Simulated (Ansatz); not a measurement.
# CH5AlFN (SMILES C[NH][AlH][F]): wB97X/def2-SVP

What is the energy change on altering one bond length of CH5AlFN at wB97X/def2-SVP? 

The results are computed with Ansatz 0.2.0.

122 further runs of the same task are left out: 122 set aside as unsound or not needed. Runs told in other sessions of the task aren't counted.

## Step 1: The system as given

CH5AlFN has 9 atoms, charge 0, and is taken as a singlet. As SMILES, `C[NH][AlH][F]`. Geometry: relaxed at PBE0-D4/def2-TZVP. This is one conformer, not always the lowest.

Bond lengths: C1–N2 1.448 Å, N2–Al3 1.758 Å, Al3–F4 1.652 Å, C1–H5 1.096 Å, C1–H6 1.093 Å, C1–H7 1.096 Å, N2–H8 1.009 Å, Al3–H9 1.571 Å. Some angles: C1–N2–Al3 127.2°, N2–Al3–F4 117.9°, C1–N2–H8 112.3°, Al3–N2–H8 120.5°, N2–C1–H5 112.3°, N2–C1–H6 110.0°, N2–C1–H7 112.3°, N2–Al3–H9 122.1°, F4–Al3–H9 120.1°, H5–C1–H6 107.1°.

## Step 2: The energy at wB97X/def2-SVP

Contents of molecule.yaml:

```yaml
crystal:
  periodic: [false, false, false]
  atoms:
    - {symbol: C, position_ang: [-0.498500, 0.834500, -0.836100]}
    - {symbol: N, position_ang: [-0.009500, -0.442400, -0.359300]}
    - {symbol: Al, position_ang: [0.650300, -0.801700, 1.230200]}
    - {symbol: F, position_ang: [1.143100, -2.349500, 1.529300]}
    - {symbol: H, position_ang: [-1.557500, 0.796500, -1.116400]}
    - {symbol: H, position_ang: [-0.401400, 1.589000, -0.050800]}
    - {symbol: H, position_ang: [0.064700, 1.198400, -1.703100]}
    - {symbol: H, position_ang: [-0.081000, -1.165900, -1.058800]}
    - {symbol: H, position_ang: [0.778300, 0.294800, 2.347800]}
basis:
  gaussian: {orbitals: def2-SVP}
hamiltonian: {xc: {name: wB97X}}
accuracy: high
output: {orbitals: {seedname: orbitals}}
```

Launch:

```
$ ansatz run molecule.yaml --threads 1 --pin off --max-ram 2610MiB --events-out events.jsonl --progress --plain --runs-dir runs
```

Log:

```text
Warning: RAYON_NUM_THREADS=1 ignored (pool sized by the plan → 1); use --threads N
Functional definition: wB97X
  name "wB97X"
  parameter omega = 0.3/bohr
  parameter cx = 0.157706
  parameter cx1 = 0.726479
  parameter cx2 = 1.04760
  parameter cx3 = -5.70635
  parameter cx4 = 13.2794
  parameter css1 = -4.33879
  parameter css2 = 18.2308
  parameter css3 = -31.7430
  parameter css4 = 17.2901
  parameter cos1 = 2.37031
  parameter cos2 = -11.3995
  parameter cos3 = 6.58405
  parameter cos4 = -3.78132
  exchange = spin_sum(e_x_unif_sr(omega)*poly(b97_u_x, 1 - cx, cx1, cx2, cx3, cx4)) + cx*exact_x_sr(omega)
      + exact_x_lr(omega)
  correlation = spin_sum(e_c_pw_same_spin*poly(b97_u_same, 1, css1, css2, css3, css4))
      + integral(e_c_pw_opposite_spin*poly(b97_u_opposite, 1, cos1, cos2, cos3, cos4))
1942 factors; integrals over basis functions are off by at most 8.1e-9 eV
368 factors; integrals over basis functions are off by at most 2.3e-9 eV
mean field evaluation 1: about -11911.8452 eV, gradient 5.2e1 eV
mean field evaluation 2: about -11911.9507 eV, gradient 5.5e1 eV
mean field evaluation 4: about -11917.2378 eV, gradient 1.4e0 eV
mean field evaluation 8: about -11917.3563 eV, gradient 1.4e-1 eV
mean field evaluation 16: about -11917.3563 eV, gradient 6.1e-5 eV
mean field -11917.35631936 eV, -437.9547668623 hartree, gradient 7.1e-8 eV, S^2 0.000000; 0 other end points of the search recorded, 0 dependent functions left out
reference -11917.35631597 eV, -437.9547667378 hartree; 20, 20 occupied and 65, 65 virtual orbitals, 1942 factors
Total energy: -11917.35631597 eV, -437.9547667378 hartree
```

It took 23 s on 1 thread of Arm Neoverse V2, shared host; peak memory 0.49 GiB.

## Step 3: The distorted shape at the same level

Contents of in.yaml:

```yaml
crystal:
  periodic: [false, false, false]
  atoms:
    - {symbol: C, position_ang: [-0.572416, 1.066656, -0.880962]}
    - {symbol: "N", position_ang: [-0.083416, -0.210244, -0.404162]}
    - {symbol: Al, position_ang: [0.576384, -0.569544, 1.185338]}
    - {symbol: F, position_ang: [1.143100, -2.349500, 1.529300]}
    - {symbol: H, position_ang: [-1.631416, 1.028656, -1.161262]}
    - {symbol: H, position_ang: [-0.475316, 1.821156, -0.095662]}
    - {symbol: H, position_ang: [-0.009216, 1.430556, -1.747962]}
    - {symbol: H, position_ang: [-0.154916, -0.933744, -1.103662]}
    - {symbol: H, position_ang: [0.704384, 0.526956, 2.302938]}
basis:
  gaussian:
    orbitals: def2-SVP
output: {orbitals: {seedname: orbitals}}
hamiltonian:
  xc: {name: wB97X}
accuracy: high
```

Launch:

```
$ ansatz run in.yaml --threads 1 --pin off --max-ram 2610MiB --events-out events.jsonl --progress --plain --runs-dir runs
```

Log, cut to the lines that bear on the results:

```text
Warning: RAYON_NUM_THREADS=1 ignored (pool sized by the plan → 1); use --threads N
Functional definition: wB97X
  name "wB97X"
[...]
      + exact_x_lr(omega)
[...]
      + integral(e_c_pw_opposite_spin*poly(b97_u_opposite, 1, cos1, cos2, cos3, cos4))
1937 factors; integrals over basis functions are off by at most 7.6e-9 eV
372 factors; integrals over basis functions are off by at most 2.3e-9 eV
[...]
mean field -11916.79394670 eV, -437.9341000482 hartree, gradient 2.8e-8 eV, S^2 0.000000; 0 other end points of the search recorded, 0 dependent functions left out
reference -11916.79394337 eV, -437.9340999260 hartree; 20, 20 occupied and 65, 65 virtual orbitals, 1937 factors
Total energy: -11916.79394337 eV, -437.9340999260 hartree
```

It took 25 s on 1 thread of Arm Neoverse V2, shared host; peak memory 0.49 GiB.

## Step 4: What came out

Level: wB97X/def2-SVP.

```
                                                          quantity          value
                                         first shape: total energy  -437.95477 Eh
                                          first shape: HOMO energy       -9.31 eV
                                          first shape: LUMO energy        2.06 eV
                                        first shape: HOMO–LUMO gap       11.37 eV
                                     distorted shape: total energy  -437.93410 Eh
                                      distorted shape: HOMO energy       -9.56 eV
                                      distorted shape: LUMO energy        1.67 eV
                                    distorted shape: HOMO–LUMO gap       11.23 eV
energy change with the Al3–F4 bond stretched from 1.652 to 1.899 Å       0.562 eV
```

What this shows: With the Al3–F4 bond stretched from 1.652 to 1.899 Å the energy rises by 0.56 eV (54.3 kJ/mol). The first shape isn't relaxed at this level, so the change isn't measured from a minimum.
